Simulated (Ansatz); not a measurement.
# Ge: the cost of one run

Method: DFT PBE, scalar-relativistic, plane waves, PAW, in Ansatz 0.2.0.

## Step 1: The starting structure

The structure is cubic, space group Fd-3m (No. 227). Conventional cell: a = 5.658 Å, b = 5.658 Å, c = 5.658 Å, α = 90.00°, β = 90.00°, γ = 90.00°. Around Ge (site symmetry -43m) lie 4 Ge at 2.45 Å.

Coordinates:

```
CELL_PARAMETERS angstrom
0.00000 8.48673 8.48673
8.48673 0.00000 8.48673
8.48673 8.48673 0.00000
ATOMIC_POSITIONS crystal
Ge 0.00000 0.00000 0.00000
Ge 0.00000 0.00000 0.33333
Ge 0.00000 0.00000 0.66667
Ge 0.00000 0.33333 0.00000
Ge 0.00000 0.33333 0.33333
Ge 0.00000 0.33333 0.66667
Ge 0.00000 0.66667 0.00000
Ge 0.00000 0.66667 0.33333
Ge 0.00000 0.66667 0.66667
Ge 0.33333 0.00000 0.00000
Ge 0.33333 0.00000 0.33333
Ge 0.33333 0.00000 0.66667
Ge 0.33333 0.33333 0.00000
Ge 0.33333 0.33333 0.33333
Ge 0.33333 0.33333 0.66667
Ge 0.33333 0.66667 0.00000
Ge 0.33333 0.66667 0.33333
Ge 0.33333 0.66667 0.66667
Ge 0.66667 0.00000 0.00000
Ge 0.66667 0.00000 0.33333
Ge 0.66667 0.00000 0.66667
Ge 0.66667 0.33333 0.00000
Ge 0.66667 0.33333 0.33333
Ge 0.66667 0.33333 0.66667
Ge 0.66667 0.66667 0.00000
Ge 0.66667 0.66667 0.33333
Ge 0.66667 0.66667 0.66667
Ge 0.08333 0.08333 0.08333
Ge 0.08333 0.08333 0.41667
Ge 0.08333 0.08333 0.75000
Ge 0.08333 0.41667 0.08333
Ge 0.08333 0.41667 0.41667
Ge 0.08333 0.41667 0.75000
Ge 0.08333 0.75000 0.08333
Ge 0.08333 0.75000 0.41667
Ge 0.08333 0.75000 0.75000
Ge 0.41667 0.08333 0.08333
Ge 0.41667 0.08333 0.41667
Ge 0.41667 0.08333 0.75000
Ge 0.41667 0.41667 0.08333
Ge 0.41667 0.41667 0.41667
Ge 0.41667 0.41667 0.75000
Ge 0.41667 0.75000 0.08333
Ge 0.41667 0.75000 0.41667
Ge 0.41667 0.75000 0.75000
Ge 0.75000 0.08333 0.08333
Ge 0.75000 0.08333 0.41667
Ge 0.75000 0.08333 0.75000
Ge 0.75000 0.41667 0.08333
Ge 0.75000 0.41667 0.41667
Ge 0.75000 0.41667 0.75000
Ge 0.75000 0.75000 0.08333
Ge 0.75000 0.75000 0.41667
Ge 0.75000 0.75000 0.75000
```

The runs take a perfect supercell of 54 atoms; the defect goes to fractional position (0.000, 0.000, 0.000).

## Step 2: The perfect supercell

input.yaml

```yaml
crystal:
  lattice:
    - [0.0, 8.48673, 8.48673]
    - [8.48673, 0.0, 8.48673]
    - [8.48673, 8.48673, 0.0]
  atoms:
    - { symbol: Ge, position: [0.0, 0.0, 0.0] }
    - { symbol: Ge, position: [0.0, 0.0, 0.333333] }
    - { symbol: Ge, position: [0.0, 0.0, 0.666667] }
    - { symbol: Ge, position: [0.0, 0.333333, 0.0] }
    - { symbol: Ge, position: [0.0, 0.333333, 0.333333] }
    - { symbol: Ge, position: [0.0, 0.333333, 0.666667] }
    - { symbol: Ge, position: [0.0, 0.666667, 0.0] }
    - { symbol: Ge, position: [0.0, 0.666667, 0.333333] }
    - { symbol: Ge, position: [0.0, 0.666667, 0.666667] }
    - { symbol: Ge, position: [0.333333, 0.0, 0.0] }
    - { symbol: Ge, position: [0.333333, 0.0, 0.333333] }
    - { symbol: Ge, position: [0.333333, 0.0, 0.666667] }
    - { symbol: Ge, position: [0.333333, 0.333333, 0.0] }
    - { symbol: Ge, position: [0.333333, 0.333333, 0.333333] }
    - { symbol: Ge, position: [0.333333, 0.333333, 0.666667] }
    - { symbol: Ge, position: [0.333333, 0.666667, 0.0] }
    - { symbol: Ge, position: [0.333333, 0.666667, 0.333333] }
    - { symbol: Ge, position: [0.333333, 0.666667, 0.666667] }
    - { symbol: Ge, position: [0.666667, 0.0, 0.0] }
    - { symbol: Ge, position: [0.666667, 0.0, 0.333333] }
    - { symbol: Ge, position: [0.666667, 0.0, 0.666667] }
    - { symbol: Ge, position: [0.666667, 0.333333, 0.0] }
    - { symbol: Ge, position: [0.666667, 0.333333, 0.333333] }
    - { symbol: Ge, position: [0.666667, 0.333333, 0.666667] }
    - { symbol: Ge, position: [0.666667, 0.666667, 0.0] }
    - { symbol: Ge, position: [0.666667, 0.666667, 0.333333] }
    - { symbol: Ge, position: [0.666667, 0.666667, 0.666667] }
    - { symbol: Ge, position: [0.083333, 0.083333, 0.083333] }
    - { symbol: Ge, position: [0.083333, 0.083333, 0.416667] }
    - { symbol: Ge, position: [0.083333, 0.083333, 0.75] }
    - { symbol: Ge, position: [0.083333, 0.416667, 0.083333] }
    - { symbol: Ge, position: [0.083333, 0.416667, 0.416667] }
    - { symbol: Ge, position: [0.083333, 0.416667, 0.75] }
    - { symbol: Ge, position: [0.083333, 0.75, 0.083333] }
    - { symbol: Ge, position: [0.083333, 0.75, 0.416667] }
    - { symbol: Ge, position: [0.083333, 0.75, 0.75] }
    - { symbol: Ge, position: [0.416667, 0.083333, 0.083333] }
    - { symbol: Ge, position: [0.416667, 0.083333, 0.416667] }
    - { symbol: Ge, position: [0.416667, 0.083333, 0.75] }
    - { symbol: Ge, position: [0.416667, 0.416667, 0.083333] }
    - { symbol: Ge, position: [0.416667, 0.416667, 0.416667] }
    - { symbol: Ge, position: [0.416667, 0.416667, 0.75] }
    - { symbol: Ge, position: [0.416667, 0.75, 0.083333] }
    - { symbol: Ge, position: [0.416667, 0.75, 0.416667] }
    - { symbol: Ge, position: [0.416667, 0.75, 0.75] }
    - { symbol: Ge, position: [0.75, 0.083333, 0.083333] }
    - { symbol: Ge, position: [0.75, 0.083333, 0.416667] }
    - { symbol: Ge, position: [0.75, 0.083333, 0.75] }
    - { symbol: Ge, position: [0.75, 0.416667, 0.083333] }
    - { symbol: Ge, position: [0.75, 0.416667, 0.416667] }
    - { symbol: Ge, position: [0.75, 0.416667, 0.75] }
    - { symbol: Ge, position: [0.75, 0.75, 0.083333] }
    - { symbol: Ge, position: [0.75, 0.75, 0.416667] }
    - { symbol: Ge, position: [0.75, 0.75, 0.75] }
basis:
  ecutwfc: 420
  fft_grid_basis: typed
kpoints:
  mp_grid: { grid: [1, 1, 1] }
hamiltonian:
  xc: pbe
  pseudopotentials: { kind: paw }
scf:
  occupations: { method: gaussian, width: 0.05 }
output:
  forces: true
  stress: false
  eigenvalues: true
  bader: false
  write_density: true
  volumetric_format: npy
```

Command:

```
ansatz run input.yaml --threads 8 --pin off --max-ram 16384MiB --backend cpu --events-out ev --progress --plain --runs-dir out
```

What time and memory should one allow on 8 threads of Intel Xeon 6975P-C (Granite Rapids), shared host?

About 4.2 s, with a peak of 1.9 GiB.
